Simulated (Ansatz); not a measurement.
**AlGaAs2: a single-point run**

The task is a single-point run on AlGaAs2. The structure is shown as the input types it. The cell is built on a prototype (ordering on rocksalt) and needn't be the phase found in nature.

Computed with Ansatz 0.2.0 (density functional or hybrid calculation with the settings of its input, plane waves (as first typed), unless a step's input says otherwise).

**1. The starting structure**

The structure is trigonal, space group R-3m (No. 166). Conventional cell: a = 3.717 Å, b = 3.717 Å, c = 18.707 Å, α = 90.00°, β = 90.00°, γ = 120.00°. Al (site symmetry -3m) has 6 As at 2.63 Å in its first shell of neighbours. Ga (site symmetry -3m) has 6 As at 2.68 Å in its first shell of neighbours. Around As (site symmetry 3m) lie 3 Al at 2.63 Å and 3 Ga at 2.68 Å.

Structure file:

```cif
data_structure
_symmetry_space_group_name_H-M 'P 1'
_symmetry_Int_Tables_number 1
_cell_length_a 6.5946
_cell_length_b 6.5946
_cell_length_c 6.5946
_cell_angle_alpha 32.737
_cell_angle_beta 32.737
_cell_angle_gamma 32.737
_cell_volume 74.60
loop_
_atom_site_label
_atom_site_type_symbol
_atom_site_fract_x
_atom_site_fract_y
_atom_site_fract_z
_atom_site_occupancy
Al1 Al 0.00000 0.00000 0.00000 1
Ga1 Ga 0.50000 0.50000 0.50000 1
As1 As 0.25225 0.25225 0.25225 1
As2 As 0.74775 0.74775 0.74775 1
```

**2. The run**

input.yaml

```yaml
crystal:
  lattice:
    - [1.8584258963, 1.0729626915, 6.2356433369]
    - [-1.8584258963, 1.0729626915, 6.2356433369]
    - [0.0, -2.145925383, 6.2356433369]
  atoms:
    - { symbol: Al, position: [1.0, 0.0, 0.0] }
    - { symbol: Ga, position: [0.5, 0.5, 0.5] }
    - { symbol: As, position: [0.2522549748, 0.2522549748, 0.2522549748] }
    - { symbol: As, position: [0.7477450252, 0.7477450252, 0.7477450252] }
kpoints:
  mp_grid: { grid: [4, 4, 4] }
hamiltonian:
  xc: hse06
scf:
  occupations: { method: fermi_dirac, width: 0.02 }
  n_extra_bands: 5
  exx: { max_outer_iter: 2 }
output:
  forces: true
  stress: true
  eigenvalues: true
```

Run with:

```console
> ansatz run input.yaml --threads 4 --pin off --max-ram 3686MiB --backend cpu --events-out ev --progress --plain --runs-dir out
```

What happens when this is run?

The run converged and reported no error, with warnings (filled band counts differ across k points, stress exchange threshold loose, stress scf threshold loose). Its log warns: «output.stress: scf.convergence.dr2_threshold = 1e-7 eV (the SCF's general default) is looser than the 4e-10 eV advised for a printed stress (1e-10 eV for each atom of the ...»

The suspect setting: scf.exx.max_outer_iter is 2. What could go wrong: too low a cap on iterations. The run converged, but that does not make its result sound.

Run again and compare: delete scf.exx.max_outer_iter (the default then holds).
